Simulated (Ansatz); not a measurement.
## Molecular dynamics of AlZn2SbH12O12

input.yaml

```yaml
accuracy: low
crystal:
  lattice:
    - [5.564092, 0.0, 0.0]
    - [-2.782046, 4.818645, 0.0]
    - [0.0, 0.0, 10.099332]
  atoms:
    - { symbol: Al, position: [0.01525288, -0.00671929, -0.0005838] }
    - { symbol: Zn, position: [0.64713165, 0.315759, 0.93761781] }
    - { symbol: Zn, position: [0.29384179, 0.60959703, 0.01200537] }
    - { symbol: Sb, position: [0.01219849, 0.03144611, 0.47833177] }
    - { symbol: H, position: [0.52949771, 0.84843933, 0.57367385] }
    - { symbol: H, position: [0.47097393, 0.17038942, 0.39195331] }
    - { symbol: H, position: [0.33833707, 0.40906081, 0.60990256] }
    - { symbol: H, position: [0.65983079, 0.61577253, 0.34223977] }
    - { symbol: H, position: [0.19807707, 0.68655426, 0.5618535] }
    - { symbol: H, position: [0.89738315, 0.31399265, 0.32712143] }
    - { symbol: H, position: [0.66840159, 0.69713876, 0.75665094] }
    - { symbol: H, position: [0.34982151, 0.23072815, 0.18974297] }
    - { symbol: H, position: [0.12644087, 0.33264112, 0.74635503] }
    - { symbol: H, position: [0.98177581, 0.67144755, 0.18933104] }
    - { symbol: H, position: [0.21665616, 0.85363973, 0.74466284] }
    - { symbol: H, position: [0.68860296, 0.01424055, 0.18669967] }
    - { symbol: O, position: [0.6525823, 0.66743658, 0.8555384] }
    - { symbol: O, position: [0.3591256, 0.29823296, 0.09166578] }
    - { symbol: O, position: [0.05119451, 0.3428864, 0.84505473] }
    - { symbol: O, position: [0.96912384, 0.66493538, 0.08482514] }
    - { symbol: O, position: [0.2771428, 0.9306246, 0.83474615] }
    - { symbol: O, position: [0.68656247, -0.03665167, 0.09063024] }
    - { symbol: O, position: [0.62838994, 0.76678828, 0.58427066] }
    - { symbol: O, position: [0.35030234, 0.24541672, 0.36101899] }
    - { symbol: O, position: [0.14206774, 0.34298913, 0.59243908] }
    - { symbol: O, position: [0.86323621, 0.65258561, 0.35002055] }
    - { symbol: O, position: [0.21607013, 0.8501686, 0.6015605] }
    - { symbol: O, position: [0.74297102, 0.11567694, 0.33705796] }
basis:
  ecutwfc: 420.0
kpoints:
  mp_grid: { grid: [2, 2, 1] }
hamiltonian:
  xc: pbesol
scf:
  occupations: { method: fermi_dirac, width: 0.05 }
  lower_state_search: "off"
md:
  timestep: 0.75
  n_steps: 150
  ensemble: nvt_nose_hoover
  temperature: 2400.0
  initial_velocities: zero
  seed: 440065
  nose_hoover: { tau: 100.0, chain_length: 1 }
```

Command:

```bash
$ ansatz run input.yaml --threads 1 --pin off --max-ram 3072MiB --backend cpu --events-out ev --progress --plain --runs-dir out
```

It goes on from the last frame of an earlier run, with new velocities.

Output, in part (step lines):

```
md step     0: t =     0.00 fs  T =     0.0 K  F+E_penalty+E_count = -20411.55917718 eV  E_kin = 0.000000 eV  conserved = -20411.55917718 eV  (13 SCF iters)
md step     1: t =     0.75 fs  T =    58.0 K  F+E_penalty+E_count = -20411.77772794 eV  E_kin = 0.202420 eV  conserved = -20411.57531595 eV  (10 SCF iters)
md step     2: t =     1.50 fs  T =   177.7 K  F+E_penalty+E_count = -20412.21429039 eV  E_kin = 0.620135 eV  conserved = -20411.59423768 eV  (11 SCF iters)
md step     3: t =     2.25 fs  T =   276.9 K  F+E_penalty+E_count = -20412.56557673 eV  E_kin = 0.966439 eV  conserved = -20411.59943796 eV  (11 SCF iters)
md step     4: t =     3.00 fs  T =   321.7 K  F+E_penalty+E_count = -20412.71973617 eV  E_kin = 1.122801 eV  conserved = -20411.59762333 eV  (10 SCF iters)
md step     5: t =     3.75 fs  T =   321.6 K  F+E_penalty+E_count = -20412.70765291 eV  E_kin = 1.122509 eV  conserved = -20411.58635625 eV  (6 SCF iters)
md step     6: t =     4.50 fs  T =   328.7 K  F+E_penalty+E_count = -20412.71474173 eV  E_kin = 1.147130 eV  conserved = -20411.56946534 eV  (7 SCF iters)
md step     7: t =     5.25 fs  T =   405.9 K  F+E_penalty+E_count = -20412.98425615 eV  E_kin = 1.416633 eV  conserved = -20411.57032724 eV  (7 SCF iters)
[... lines left out ...]
md step   150: t =   112.50 fs  T =  1436.8 K  F+E_penalty+E_count = -20413.61061360 eV  E_kin = 5.014354 eV  conserved = -20411.58303541 eV  (10 SCF iters)
```

The steps, from the saved trajectory:

| time (fs) | T (K) | potential energy less start (eV) | conserved less start (meV/atom) |
| --- | --- | --- | --- |
| 0.0 | 0 | 0.000 | 0.00 |
| 3.8 | 322 | -1.148 | -0.97 |
| 7.5 | 822 | -2.892 | -1.18 |
| 11.2 | 1192 | -4.150 | -0.58 |
| 15.0 | 1530 | -5.291 | -0.54 |
| 18.8 | 1786 | -6.151 | -1.04 |
| 22.5 | 1706 | -5.824 | -1.24 |
| 26.2 | 1240 | -4.139 | -0.97 |
| 30.0 | 819 | -2.632 | -1.00 |
| 33.8 | 701 | -2.200 | -1.42 |
| 37.5 | 792 | -2.473 | -1.03 |
| 41.2 | 1121 | -3.562 | -0.95 |
| 45.0 | 1498 | -4.784 | -0.66 |
| 48.8 | 1641 | -5.178 | -0.78 |
| 52.5 | 1698 | -5.277 | -1.33 |
| 56.2 | 1452 | -4.305 | -1.27 |
| 60.0 | 1082 | -2.894 | -0.55 |
| 63.8 | 904 | -2.204 | -1.01 |
| 67.5 | 714 | -1.469 | -0.95 |
| 71.2 | 713 | -1.390 | -0.62 |
| 75.0 | 1056 | -2.503 | -0.80 |
| 78.8 | 1261 | -3.101 | -1.11 |
| 82.5 | 1289 | -3.049 | -0.96 |
| 86.2 | 1398 | -3.290 | -1.53 |
| 90.0 | 1383 | -3.061 | -0.98 |
| 93.8 | 1422 | -3.006 | -0.41 |
| 97.5 | 1531 | -3.184 | -0.40 |
| 101.2 | 1502 | -2.883 | -0.57 |
| 105.0 | 1478 | -2.597 | -0.50 |
| 108.8 | 1358 | -1.960 | -0.05 |
| 112.5 | 1437 | -2.051 | -0.85 |

The run went to its last step. The conserved energy stayed within 1.9 meV per atom of its start (net change -0.85 meV per atom), so there is no drift, though single steps change it by up to 24 meV in the whole system, a sign of fast motions only just resolved. The mean temperature of the second half is 48 % below the set value. A run of 0.11 ps of so small a system gives no equilibrium averages. Limits of this set-up: coarse k mesh, low accuracy level.

Mean squared displacements from the first frame to the last, about the centre of mass: Al 0.10 Å², Zn 0.10 Å², Sb 0.01 Å², H 0.66 Å², O 0.28 Å².

Last frame:

```xyz
28
Lattice="5.5641 0.0000 0.0000 -2.7820 4.8186 0.0000 0.0000 0.0000 10.0993" Properties=species:S:1:pos:R:3
Al -0.111 -0.199 -0.163
Zn 2.907 1.587 9.677
Zn 0.034 3.220 -0.030
Sb 0.023 0.064 4.771
H 1.279 2.671 5.918
H 2.213 0.469 3.637
H -0.233 2.221 6.587
H 1.838 2.590 3.692
H -1.181 3.093 5.539
H 3.728 1.521 3.761
H 1.344 3.455 8.216
H 0.681 1.512 1.625
H -0.597 1.085 7.965
H 3.399 3.148 1.724
H -1.064 4.768 8.416
H 3.999 -0.001 1.648
O 1.641 3.117 9.094
O 0.581 1.474 0.623
O -1.039 0.925 8.774
O 3.434 3.062 0.701
O -0.912 4.700 9.409
O 3.867 0.017 0.687
O 1.545 3.727 6.178
O 1.305 0.927 3.289
O 0.071 1.899 5.705
O 2.554 3.209 3.431
O -1.182 4.108 5.789
O 3.974 0.610 3.530
```

Run time: 13 min on 1 thread of Arm Neoverse V1 (shared host), peak memory 0.63 GiB.
